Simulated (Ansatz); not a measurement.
# Ti2FeS4: further runs on the relaxed cell

An exercise on one series of results from a longer session: the logs are not shown, and one member is left open.

The COD entry's cell or inner coordinates are ideal or old and differ from later refinements, so a difference from it is no clean test against experiment.

Computed with Ansatz 0.2.0 (DFT PBEsol, scalar-relativistic, plane waves, PAW, unless a step's input says otherwise).

2 further runs of the same task are left out: 2 set aside as unsound or not needed. Runs told in other sessions of the task aren't counted.

## The starting structure

It takes space group C2/m (No. 12, monoclinic). Conventional cell: a = 12.227 Å, b = 3.318 Å, c = 5.668 Å, α = 90.00°, β = 116.97°, γ = 90.00°. Around Ti (site symmetry m) lie 6 S at 2.39 to 2.46 Å. Fe (site symmetry 2/m) is surrounded by 6 S at 2.25 to 2.26 Å. Around S (site symmetry m) lie 2 Fe at 2.26 Å and 3 Ti at 2.42 to 2.46 Å. S (site symmetry m) has 1 Fe at 2.25 Å and 3 Ti at 2.39 to 2.42 Å in its first shell of neighbours.

Structure file:

```
Ti Fe S
1.0
     6.11262   -1.65896   -0.08847
     6.11262    1.65896   -0.08847
    -2.49683    0.00000    5.08859
Ti Fe S
2 1 4
Direct
  0.25617 0.25617 0.26478
  0.74383 0.74383 0.73522
  0.00000 0.00000 0.00000
  0.38511 0.38511 0.04433
  0.61489 0.61489 0.95567
  0.88992 0.88992 0.55677
  0.11008 0.11008 0.44323
```

This cell was relaxed beforehand with the same method: volume 14.64 Å³/atom, gap on the mesh none (metal).

Set-up of the first run:

input.yaml

```yaml
crystal:
  lattice:
    - [6.050871576, -1.6421997369, -0.0875725627]
    - [6.050871576, 1.6421997369, -0.0875725627]
    - [-2.4716051991, 0.0, 5.0371832869]
  atoms:
    - { symbol: Ti, position: [0.2561708115, 0.2561708115, 0.2647847498] }
    - { symbol: Ti, position: [0.7438291885, 0.7438291885, 0.7352152502] }
    - { symbol: Fe, position: [0.0, 0.0, 0.0] }
    - { symbol: S, position: [0.3851140063, 0.3851140063, 0.0443315511] }
    - { symbol: S, position: [0.6148859937, 0.6148859937, 0.9556684489] }
    - { symbol: S, position: [0.8899173304, 0.8899173304, 0.5567712731] }
    - { symbol: S, position: [0.1100826696, 0.1100826696, 0.4432287269] }
basis:
  ecutwfc: 420
kpoints:
  mp_grid: { grid: [12, 12, 8] }
hamiltonian:
  xc: pbesol
scf:
  occupations: { method: gaussian, width: 0.1 }
output:
  forces: true
  stress: true
  eigenvalues: true
relax:
  adjacent_minimum: "off"
  f_tol: 0.01
  max_steps: 30
  cell: { stress_tol: 0.1, fix: [volume] }
```

On the command line:

```sh
$ ansatz run input.yaml --threads 2 --pin off --max-ram 5120MiB --backend cpu --events-out ev --progress --plain --runs-dir out
```

Among the steps run: Volume × 0.97; The cell scaled to 1.03 of its volume; Point at V/V0 = 0.94; Volume × 1.06; Volume × 0.91; Volume × 1.10; Point at V/V0 = 0.88.

One of the session's tables, all rows but one given; the rest of the session is left out.

It belongs to the step «Equation of state». 

```
volume (Å³/atom)  energy above the lowest point (meV/atom)  pressure (GPa)
          12.882                                      99.0           20.37
          13.321                                      52.3           13.95
          13.760                                      21.8            8.52
          14.199                                         ?               ?
          14.639                                       0.0            0.02
          15.078                                       4.7           -3.28
          15.517                                      17.8           -6.05
          16.102                                      45.8           -9.06
```

Estimate the missing values for volume (Å³/atom) = 14.199.

Worked estimate for «energy above the lowest point (meV/atom)». A straight line through the neighbours (13.760, 21.8) and (14.639, 0.0) gives 21.8 + (0.0 − 21.8) × (14.199 − 13.760) / (14.639 − 13.760) = 10.9; a parabola fitted to 4 rows on both sides gives 5.0.

The run gave: energy above the lowest point (meV/atom): 5.1; pressure (GPa): 3.92. In «energy above the lowest point (meV/atom)» the line misses by +5.8 and the parabola by -0.1.

Caveats from the session: Spin polarisation is off in the runs that give these values; a magnetic solution could lie lower.
